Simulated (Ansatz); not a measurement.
The system is TiPd.

```
Pd Ti
1.0
     2.81471    0.00000    0.00000
     0.00000    2.81471    0.00000
     0.00000    0.00000    3.86576
Pd Ti
1 1
Direct
  0.50000 0.50000 0.50000
  0.00000 0.00000 0.00000
```

The cell comes from a database or a generator and needn't be the stable form of this composition.

```yaml
Program: Ansatz 0.2.0
Task: relaxation of cell and atoms
Functional: RPBE
Potentials_or_basis: Ansatz PAW
Cutoff: "420 eV (not typed: the program's choice for these potentials)"
k_mesh: 9 × 9 × 7
Occupations: fermi-dirac, width 0.05 eV
Spin: no spin polarisation
```

At the start: volume 15.31 Å³/atom.

How do energy, volume and symmetry change on relaxing?

It ends after 5 steps and the volume is 16.03 Å³/atom (+4.6 %); space group P4/mmm (No. 123, to 0.05 Å).

Step by step:
| step | energy change (eV) | largest force (eV/Å) | volume (Å³) |
| --- | --- | --- | --- |
| 1 | 0.0000 | 0.0000 | 30.63 |
| 2 | -0.0161 | 0.0000 | 33.08 |
| 3 | -0.0305 | 0.0000 | 32.14 |
| 4 | -0.0306 | 0.0000 | 32.05 |
| 5 | -0.0310 | 0.0000 | 32.05 |

Final structure:
```
CELL_PARAMETERS angstrom
2.87116 0.00000 0.00000
0.00000 2.87116 0.00000
0.00000 0.00000 3.88790
ATOMIC_POSITIONS crystal
Pd 0.50000 0.50000 0.50000
Ti 0.00000 0.00000 0.00000
```

Caveat: the plane-wave basis is chosen anew once the cell has moved, so the energies of steps on either side of that aren't comparable; the PAW data sets come from PBE, with cores solved anew for the run's functional, which leaves a small shift of forces and pressure.
